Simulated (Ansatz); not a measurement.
# HBrCl radical (built from SMILES Br.[Cl]): functionals against CCSD(T) at one geometry

An exercise on one series of results from a longer session: the logs are not shown, and one member is left open.

Program: Ansatz 0.2.0, Gaussian basis. Level of theory: single points in def2-TZVPP. These are calculated values, not measurements.

Correlated methods freeze the cores. Filled d shells of the heavier atoms are correlated. Orbitals are unrestricted.

## Where the work starts

3 atoms, charge 0, spin multiplicity 2.

Atoms are counted from 1 here; the program's logs count them from 0.

No contacts short enough for the rule that draws bonds.

Geometry (Å):

```
atom    x (Å)    y (Å)    z (Å)
  H1  -0.0458   0.0716  -0.0598
 Br2   1.6070  -0.8164   0.6381
 Cl3  -1.5496   0.7681  -0.6019
```

The first run:

Input file run/in.yaml:

```yaml
crystal:
  periodic: [false, false, false]
  atoms:
    - {symbol: H, position_ang: [-0.045800, 0.071600, -0.059800]}
    - {symbol: Br, position_ang: [1.607000, -0.816400, 0.638100]}
    - {symbol: Cl, position_ang: [-1.549600, 0.768100, -0.601900]}
basis:
  gaussian: {orbitals: def2-TZVPP}
magnetization: {spin_polarized: true, initial_magnetization: 1}
correlation: {method: ccsd_t}
scf: {omitted_lower_state_checks: [cluster_reference]}
output: {forces: true}
```

No record of the launch command was kept for these runs.

Steps of the session up to this table: CCSD(T)/def2-TZVPP; PBE0-D4/def2-TZVPP; wB97M-V/def2-TZVPP; r2SCAN-D4/def2-TZVPP; PBE-D4/def2-TZVPP; B97M-V/def2-TZVPP; HSE06-D4/def2-TZVPP.

One table of the session follows, with a row left open; its other results are not shown here.

| method | RMS force component (eV/Å) | angle to CCSD(T) forces (°) | dipole (D) |
| --- | --- | --- | --- |
| CCSD(T) | 1.385 | reference | 1.13 |
| PBE0-D4 | 1.415 | 2.5 | 2.52 |
| wB97M-V | ? | ? | ? |
| r2SCAN-D4 | 1.125 | 9.9 | 1.44 |
| PBE-D4 | 0.999 | 14.5 | 1.02 |
| B97M-V | 1.208 | 3.7 | 1.89 |
| HSE06-D4 | 1.392 | 2.2 | 2.45 |

**Question.** Estimate the row for wB97M-V.

As computed: RMS force component (eV/Å): 1.832; angle to CCSD(T) forces (°): 15.6; dipole (D): 4.12. In the column «RMS force component (eV/Å)» it is the highest.

To keep in mind: The unrestricted reference is spin-contaminated, which hurts MP2 most.
